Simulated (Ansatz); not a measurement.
# CH3FMgS (SMILES C[S][Mg][F]): a rigid scan of the bond length C1–H6

The task here is to estimate one member of a computed series from the others.

Computed with Ansatz 0.2.0, Gaussian basis. Level: single points in def2-TZVPP.

Levels: PBE-D4, r2SCAN-D4, PBE0-D4, B3LYP-D4, wB97M-V, Hartree-Fock, MP2, CCSD, CCSD(T). The scan takes 0.981, 1.003, 1.035, 1.072, 1.114, 1.158, 1.206, 1.256, 1.308 Å.

Correlated methods freeze the cores. The outer core shell of Li, Na, Mg and K is correlated. B3LYP uses VWN-RPA correlation.

19 further runs of the same task are left out: 19 set aside as unsound or not needed.

### Where the work starts

The minimum, relaxed at PBE0-D4: SMILES `C[S][Mg][F]`, 7 atoms, charge 0, spin multiplicity 1.

Atoms are counted from 1 here; the program's logs count them from 0.

Bond lengths: C1–S2 1.828 Å, C1–H5 1.090 Å, C1–H6 1.090 Å, C1–H7 1.090 Å, S2–Mg3 2.276 Å, Mg3–F4 1.752 Å. Angles: S2–C1–H5 112.0°, S2–C1–H6 106.7°, S2–C1–H7 112.0°, H5–C1–H6 108.1°, H5–C1–H7 109.7°, H6–C1–H7 108.1°, C1–S2–Mg3 103.7°, S2–Mg3–F4 180.0°.

Coordinates:

| atom | x (Å) | y (Å) | z (Å) |
| --- | --- | --- | --- |
| C1 | -0.51843 | 1.06326 | -0.20062 |
| S2 | 0.43685 | 0.35604 | 1.18807 |
| Mg3 | 0.92847 | -1.75124 | 0.48407 |
| F4 | 1.30665 | -3.37316 | -0.05860 |
| H5 | -1.44179 | 0.51401 | -0.38201 |
| H6 | -0.78004 | 2.08149 | 0.08660 |
| H7 | 0.06830 | 1.10959 | -1.11751 |

Energies of the minimum (eV), from earlier single points: PBE-D4 -20075.38849, r2SCAN-D4 -20084.22485, PBE0-D4 -20076.91977, B3LYP-D4 -20088.82714, wB97M-V -20085.24515, CCSD(T) -20061.06342.

At the minimum the bond length C1–H6 is 1.090 Å.

Set-up of the first run:

ccsdt-tzvpp/in.yaml reads:

```yaml
crystal:
  periodic: [false, false, false]
  atoms:
    - {symbol: C, position_ang: [-0.518432, 1.063262, -0.200616]}
    - {symbol: S, position_ang: [0.436853, 0.356043, 1.188069]}
    - {symbol: Mg, position_ang: [0.928474, -1.751238, 0.484075]}
    - {symbol: F, position_ang: [1.306647, -3.373160, -0.058603]}
    - {symbol: H, position_ang: [-1.441791, 0.514008, -0.382009]}
    - {symbol: H, position_ang: [-0.753922, 1.979814, 0.057915]}
    - {symbol: H, position_ang: [0.068304, 1.109586, -1.117510]}
basis:
  gaussian: {orbitals: def2-TZVPP}
correlation: {method: ccsd_t}
```

No record of the launch command was kept for these runs.

Among the steps run: C1–H6 = 0.981 Å; C1–H6 = 1.003 Å; C1–H6 = 1.035 Å; C1–H6 = 1.072 Å; C1–H6 = 1.114 Å; C1–H6 = 1.158 Å; C1–H6 = 1.206 Å; C1–H6 = 1.256 Å; C1–H6 = 1.308 Å.

One table of the session follows, with a row left open; its other results are not shown here.

Energies less that of the minimum at the same level (meV):

```
bond length (Å)  PBE-D4  PBE0-D4  B3LYP-D4  wB97M-V  Hartree-Fock
          0.981     268      243       235      233           211
          1.003     167      148       141      139           121
          1.035       ?        ?         ?        ?             ?
          1.072       9        5         4        4            -1
1.090 (minimum)       0        0         0        0             0
          1.114       4       10        11       12            18
          1.158      52       70        71       75            95
          1.206     153      185       184      192           228
          1.256     299      345       342      354           410
          1.308     481      544       536      555           632
```

Q: Estimate the row for bond length (Å) = 1.035 from the others.

Worked estimate for «PBE-D4». A straight line through the neighbours (1.003, 167) and (1.072, 9) gives 167 + (9 − 167) × (1.035 − 1.003) / (1.072 − 1.003) = 94; a parabola fitted to 4 rows on both sides gives 70.

As computed: PBE-D4: 68; PBE0-D4: 55; B3LYP-D4: 51; wB97M-V: 50; Hartree-Fock: 37. In «PBE-D4» the line misses by +26 and the parabola by +2.

Limits of these values: A polynomial through the near points puts the CCSD(T) minimum 0.001 Å below the PBE0-D4 value.
